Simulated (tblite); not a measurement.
# C13H22O3: the cost of one run

Computed with tblite 0.8.0 (tight binding) and PySCF 2.14.0 (DFT, with response routines of our own); each step states its level. Atoms count from 0 throughout.

## (1) The molecule as given

38 atoms, charge 0, multiplicity 1; geometry from: MMFF94s geometry. This is the first candidate.

Bonds of the start (Å): C0–C1 1.50, C0–H16 1.10, C0–H17 1.08, C0–H18 1.09, C10–C11 1.50, C10–O12 1.24, C11–H32 1.10, C11–H33 1.09, C11–H34 1.10, C13–C14 1.52, C13–O15 1.22, C14–H35 1.09, C14–H36 1.09, C14–H37 1.09, C1–C3 1.53, C1–O2 1.25, C3–C4 1.53, C3–C5 1.55, C3–H19 1.08, C4–H20 1.09, C4–H21 1.10, C4–H22 1.09, C5–C6 1.54, C5–H23 1.10 and more.

## (2) GFN2-xTB relaxation, isomer A, conformer 1

What the job is given:

```
{"job": {"xc": "GFN2-xTB", "basis": "xTB", "kind": "relax"}, "charge": 0, "multiplicity": 1}
C      2.321500    -1.352800    -2.125800
C      2.323100    -1.060200    -0.655300
O      2.329400    -1.981800     0.183500
C      2.396700     0.405400    -0.236000
C      3.852500     0.708700     0.130300
C      1.471200     0.724800     0.963300
C     -0.048500     0.696100     0.706500
C     -0.601800    -0.727000     0.507100
C     -2.105200    -0.867300     0.819400
C     -2.553200    -2.328400     0.789100
C     -2.974500    -0.008200    -0.103900
C     -3.294600    -0.514100    -1.484400
O     -3.372300     1.100600     0.287700
C     -0.387600     1.616800    -0.459600
C     -0.632600     3.079400    -0.136600
O     -0.414700     1.205200    -1.605700
H      1.438400    -0.878000    -2.577100
H      3.226700    -0.972200    -2.582600
H      2.258100    -2.426300    -2.284800
H      2.127900     1.019900    -1.080400
H      4.188100     0.129100     0.988100
H      3.977000     1.773900     0.365100
H      4.523800     0.483700    -0.703600
H      1.698900     0.050900     1.806100
H      1.728100     1.742200     1.315800
H     -0.541100     1.104000     1.612400
H     -0.073400    -1.411400     1.175900
H     -0.421000    -1.076500    -0.516100
H     -2.287400    -0.501000     1.838100
H     -3.625000    -2.415600     0.962600
H     -2.029800    -2.900800     1.563300
H     -2.325400    -2.793700    -0.176800
H     -3.701000     0.308100    -2.086700
H     -4.029900    -1.311600    -1.419200
H     -2.381700    -0.870000    -1.979400
H      0.305100     3.535800     0.189500
H     -1.391500     3.160900     0.634900
H     -0.984800     3.592100    -1.036000
```

On the command line:

```sh
$ OMP_NUM_THREADS=1 python ens_run.py task.json out
```

This one command runs the whole study; its stages follow in the order run.

**Question.** How long does this first job take on 1 thread of Arm Neoverse V2, shared host?

About 2.6 s.
